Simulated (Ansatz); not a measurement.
Write a Python script for Ansatz 0.2.0, Python API that makes a single point in a Gaussian basis of ClGeH₅O₂Si, SMILES [OH][Ge]([OH])([SiH3])[Cl]. Use: MP2, 6-31G* basis, multiplicity 1.

Input file `clgeh5o2si.xyz`:
```text
10

O    -1.09370    1.83080    0.13490
Ge    0.09450    0.70520   -0.42360
O     1.69300    1.35110   -0.06260
Si   -0.13200   -1.29730    0.66660
Cl   -0.08380    0.39530   -2.57620
H    -2.00490    1.46950   -0.11990
H     2.37590    0.65710   -0.37560
H    -1.50580   -1.81530    0.35400
H    -0.07720   -1.08370    2.16260
H     0.81710   -2.26390    0.24270
```

Script `clgeh5o2si_energy.py`:
```python
from pathlib import Path
import warnings

import ansatz as az
import numpy as np

BASIS_SET = "6-31G*"
METHOD = "mp2"

warnings.simplefilter("ignore", az.DeckWarning)

mol = az.Crystal.molecule_from_extxyz("clgeh5o2si.xyz")

calculation = (
    mol.calculation()
    .basis(gaussian=BASIS_SET)
    .correlation(METHOD)
    .forces()
    .orbitals()
)
done = calculation.run(threads=1, runs_dir="runs")
r = done.report

for key in ("converged", "free_energy_ev", "reference_energy_ev", "n_frozen", "n_occupied", "n_virtual"):
    print(f"{key:22s} {r[key]}")

parts = r["correlation"]
for name in ("random_phase", "coupled_cluster", "perturbative"):
    if name in parts:
        print(f"{name:16s} {parts[name]['energy']['hartree']:12.7f} Ha")
if "second_order" in parts:
    pair = parts["second_order"]
    print(f"MP2 same spin {pair['same_spin']['hartree']:.7f} Ha, opposite spin {pair['opposite_spin']['hartree']:.7f} Ha")

state = r["mean_field"]["state"]
print(f"mean field: {state['energy']['hartree']:.7f} Ha, <S^2> = {abs(state['spin_squared']):.4f}, stability: {state.get('stability', {}).get('kind')}")

symbols = [site.symbol for site in mol.cartesian_sites]
print("forces (eV/A)")
for symbol, f in zip(symbols, r["forces_ev_ang"]):
    print(f"  {symbol:2s} {f[0]:9.4f} {f[1]:9.4f} {f[2]:9.4f}")

charges = r["charge_distribution"]
dipole = np.array(charges["dipole_moment_e_ang"]) * 4.803205
print("dipole (D): {:.3f} {:.3f} {:.3f}, length {:.3f}".format(*dipole, np.linalg.norm(dipole)))
print("atom  Mulliken   Lowdin")
for symbol, m, l in zip(symbols, charges["mulliken_charges_e"], charges["lowdin_charges_e"]):
    print(f"{symbol:4s} {m:9.3f} {l:8.3f}")

lines = Path(r["orbitals_path"]).read_text().splitlines()
field_of = lambda key: [line.split("=")[1].strip() for line in lines if line.startswith(key)]
orbitals = [(27.211386 * float(e), s, float(n)) for e, s, n in zip(field_of("Ene="), field_of("Spin="), field_of("Occup="))]
homo = max(e for e, _, n in orbitals if n > 0.5)
lumo = min(e for e, _, n in orbitals if n < 0.5)
for e, spin, n in sorted(orbitals):
    if homo - 6 < e < lumo + 5:
        print(f"{spin:6s} {e:10.3f} eV  occupation {n:.0f}")
```

`python clgeh5o2si_energy.py` gives:
```text
converged              True
free_energy_ev         -81008.60355310736
reference_energy_ev    -80985.94005106152
n_frozen               21
n_occupied             [21, 21]
n_virtual              [71, 71]
MP2 same spin -0.2335707 Ha, opposite spin -0.5992977 Ha
mean field: -2976.1784026 Ha, <S^2> = 0.0000, stability: minimum
forces (eV/A)
  O    -2.3091    0.4735   -0.1361
  Ge    0.8131   -0.7208   -0.8780
  O     1.7214   -0.8369   -0.5845
  Si   -1.7460   -0.3784    1.3287
  Cl   -0.0377    0.0802    0.0917
  H     1.3698    0.7765    0.4516
  H    -1.2250    1.4743    0.6031
  H     0.2234    0.0450    0.0436
  H     0.1268   -0.0086   -0.5294
  H     1.0632   -0.9049   -0.3908
dipole (D): -0.400 -2.644 0.869, length 2.811
atom  Mulliken   Lowdin
O       -0.707   -0.263
Ge       0.742   -0.357
O       -0.712   -0.285
Si       0.260    0.248
Cl      -0.254    0.072
H        0.453    0.347
H        0.442    0.344
H       -0.087   -0.041
H       -0.069   -0.033
H       -0.067   -0.032
Alpha     -15.709 eV  occupation 2
Alpha     -15.543 eV  occupation 2
Alpha     -14.351 eV  occupation 2
Alpha     -14.079 eV  occupation 2
Alpha     -13.991 eV  occupation 2
Alpha     -13.518 eV  occupation 2
Alpha     -12.773 eV  occupation 2
Alpha     -12.642 eV  occupation 2
Alpha     -11.294 eV  occupation 2
Alpha       2.961 eV  occupation 0
Alpha       3.224 eV  occupation 0
Alpha       3.629 eV  occupation 0
Alpha       4.232 eV  occupation 0
Alpha       5.458 eV  occupation 0
Alpha       5.784 eV  occupation 0
Alpha       6.150 eV  occupation 0
Alpha       6.621 eV  occupation 0
Alpha       7.561 eV  occupation 0
Alpha       7.905 eV  occupation 0
```

What to keep in mind:
- Total energies depend on the basis set; only differences at equal settings carry meaning.
- The geometry is a force-field or estimated start, not a minimum of this method, and the basis set is short of its limit.
- The Löwdin charges here are taken after orthogonalising the functions within each atom; they differ from plain Löwdin charges, and their signs can be unphysical.
- Alpha marks a spatial orbital of a restricted run, filled by both spins.
- Levels such as HOMO and LUMO are orbital energies: in Hartree-Fock the gap is too wide and the LUMO hangs on the basis.
- S² is that of the Hartree-Fock reference.
- Finished in 9.1 s on 1 thread of Arm Neoverse V1 (shared host), peak memory 0.35 GiB.
